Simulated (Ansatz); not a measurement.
**B7C: one candidate of a structure search**

Aim: relax a trial structure of B7C and see where it ends.

Program: Ansatz 0.2.0. Level of theory: DFT PBE, scalar-relativistic, plane waves, PAW. These are calculated values, not measurements.

## (1) Starting point

The structure is cubic, space group Fm-3m (No. 225). Conventional cell: a = 6.362 Å, b = 6.362 Å, c = 6.362 Å, α = 90.00°, β = 90.00°, γ = 90.00°. Around B (site symmetry mmm) lie 10 B at 2.25 Å and 2 C at 2.25 Å. B (site symmetry m-3m) has 12 B at 2.25 Å as nearest neighbours. Around C (site symmetry m-3m) lie 12 B at 2.25 Å.

As a file:

```cif
data_structure
_symmetry_space_group_name_H-M 'P 1'
_symmetry_Int_Tables_number 1
_cell_length_a 4.4987
_cell_length_b 4.4987
_cell_length_c 4.4987
_cell_angle_alpha 60.000
_cell_angle_beta 60.000
_cell_angle_gamma 60.000
_cell_volume 64.38
loop_
_atom_site_label
_atom_site_type_symbol
_atom_site_fract_x
_atom_site_fract_y
_atom_site_fract_z
_atom_site_occupancy
B1 B 0.50000 0.00000 0.00000 1
B2 B 0.00000 0.50000 0.50000 1
B3 B 0.00000 0.50000 0.00000 1
B4 B 0.50000 0.00000 0.50000 1
B5 B 0.00000 0.00000 0.50000 1
B6 B 0.50000 0.50000 0.00000 1
B7 B 0.50000 0.50000 0.50000 1
C1 C 0.00000 0.00000 0.00000 1
```

A structure generator made this guess: species swapped into a database cell of CePd7 (Fm-3m, No. 225), with C on the Ce sites and B on the Pd sites. Lengths come from tabulated atomic sizes and are only a guess.

## (2) Probe: one point on a coarse mesh

input.yaml

```yaml
crystal:
  lattice:
    - [0.0, 3.18109196, 3.18109196]
    - [3.18109196, 0.0, 3.18109196]
    - [3.18109196, 3.18109196, 0.0]
  atoms:
    - { symbol: B, position: [0.5, 0.0, 0.0] }
    - { symbol: B, position: [0.0, 0.5, 0.5] }
    - { symbol: B, position: [0.0, 0.5, 0.0] }
    - { symbol: B, position: [0.5, 0.0, 0.5] }
    - { symbol: B, position: [0.0, 0.0, 0.5] }
    - { symbol: B, position: [0.5, 0.5, 0.0] }
    - { symbol: B, position: [0.5, 0.5, 0.5] }
    - { symbol: C, position: [0.0, 0.0, 0.0] }
basis:
  ecutwfc: 420
kpoints:
  mp_grid: { grid: [6, 6, 6] }
hamiltonian:
  xc: pbe
scf:
  occupations: { method: gaussian, width: 0.1 }
  lower_state_search: "off"
output:
  forces: true
  stress: true
  eigenvalues: true
```

Run with:

```bash
$ ansatz run input.yaml --threads 1 --pin off --max-ram 2048MiB --backend cpu --events-out ev --progress --plain --runs-dir out
```

Further runs follow: spin check on a coarse mesh; coarse relaxation; full relaxation.

**Question.** What will these runs give? Wanted: conventional cell; volume; energy over the elements; gap on the mesh.

**Answer**, as computed:

| quantity | value |
| --- | --- |
| symmetry at the end (tolerance 0.05 Å) | space group Fm-3m (No. 225) |
| conventional cell | a = 5.735 Å, b = 5.735 Å, c = 5.735 Å, α = 90.00°, β = 90.00°, γ = 90.00° |
| volume | 5.89 Å³/atom |
| energy over the elements | +1.78 eV/atom |
| gap on the mesh | none (metal) |

What this shows: The space group Fm-3m (No. 225) is kept, and the volume per atom shrinks by 26.8 % from the first guess. With a positive formation energy it can't be a ground state. No finished test with a distortion of lower symmetry is shown, so the end may be a saddle point. Other magnetic orders were not searched.
